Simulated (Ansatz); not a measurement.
# Al8V5Cu7: the cost of one run

All numbers below are computed with Ansatz 0.2.0 (DFT PBE, scalar-relativistic, plane waves, PAW).

## (1) The structure to begin with

The cell holds 20 atoms (Al8Cu7V5): a = 7.187 Å, b = 7.187 Å, c = 7.187 Å, α = 106.60°, β = 106.60°, γ = 115.38°.

The sites of an ideal fcc lattice, at a guessed lattice constant, take 7 Cu, 8 Al, 5 V (sublattices apart by semicolons), with a shake of 0.02 Å. Warren-Cowley parameters of the first shell (negative: unlike neighbours preferred): Al-Cu -0.22, Al-V -0.12, Cu-V -0.10. In a cell this small the draw can fall short of the order aimed at.

Its coordinates follow in the input file.

## (2) Relaxing on a coarse mesh

Cell and atoms move without symmetry, on a coarse mesh with loose thresholds.

input.yaml reads:

```yaml
crystal:
  lattice:
    - [-5.76260625, 3.8417375, 1.92086875]
    - [5.76260625, 3.8417375, -1.92086875]
    - [-1.92086875, -3.8417375, -5.76260625]
  atoms:
    - { symbol: Al, position: [0.0505881799, 0.3530905782, 0.897980252] }
    - { symbol: Al, position: [0.555657382, 0.8538781657, 0.9023244146] }
    - { symbol: Al, position: [0.7034268943, 0.9003982441, 0.5974655553] }
    - { symbol: Al, position: [0.300193448, 0.1018955939, 0.395819041] }
    - { symbol: Al, position: [0.808561102, 0.6033391909, 0.405627213] }
    - { symbol: Al, position: [0.508879525, 0.5041023165, 0.0034384609] }
    - { symbol: Al, position: [0.9002384721, 0.3062631256, 0.2025644232] }
    - { symbol: Al, position: [0.9473319453, 0.6492967146, 0.0991599094] }
    - { symbol: V, position: [0.1505712438, 0.0572748336, 0.7000941929] }
    - { symbol: V, position: [0.1983725107, 0.3961480172, 0.5917757108] }
    - { symbol: V, position: [0.3459475078, 0.4445844117, 0.2979720378] }
    - { symbol: V, position: [0.3954842086, 0.7986225432, 0.1974729724] }
    - { symbol: V, position: [0.7536674484, 0.2530382628, 0.5087571493] }
    - { symbol: Cu, position: [0.0953600491, 0.7014947948, 0.8004547488] }
    - { symbol: Cu, position: [0.2479255845, 0.746748552, 0.4984014967] }
    - { symbol: Cu, position: [0.6015146952, 0.2003078994, 0.8033343139] }
    - { symbol: Cu, position: [0.6525597004, 0.5495866486, 0.6996791438] }
    - { symbol: Cu, position: [0.0058884731, 0.9991632621, 0.0034057697] }
    - { symbol: Cu, position: [0.8556038443, 0.9553662273, 0.3011797144] }
    - { symbol: Cu, position: [0.455360161, 0.1569275857, 0.1030100277] }
  symmetry: { detect: false }
basis:
  ecutwfc: 420
kpoints:
  mp_grid: { grid: [2, 2, 2], shift: [0.5, 0.5, 0.5] }
hamiltonian:
  xc: pbe
scf:
  occupations: { method: gaussian, width: 0.1 }
  lower_state_search: "off"
output:
  forces: true
  stress: true
  eigenvalues: true
relax:
  adjacent_minimum: "off"
  f_tol: 0.04
  max_steps: 50
  cell: { stress_tol: 0.3 }
```

Command:

```sh
$ ansatz run input.yaml --threads 4 --pin off --max-ram 9216MiB --backend cpu --events-out ev --progress --plain --runs-dir out
```

What time and memory should one allow on 4 threads of Arm Neoverse V1, shared host?

About 2.9 min, with a peak of 1 GiB.
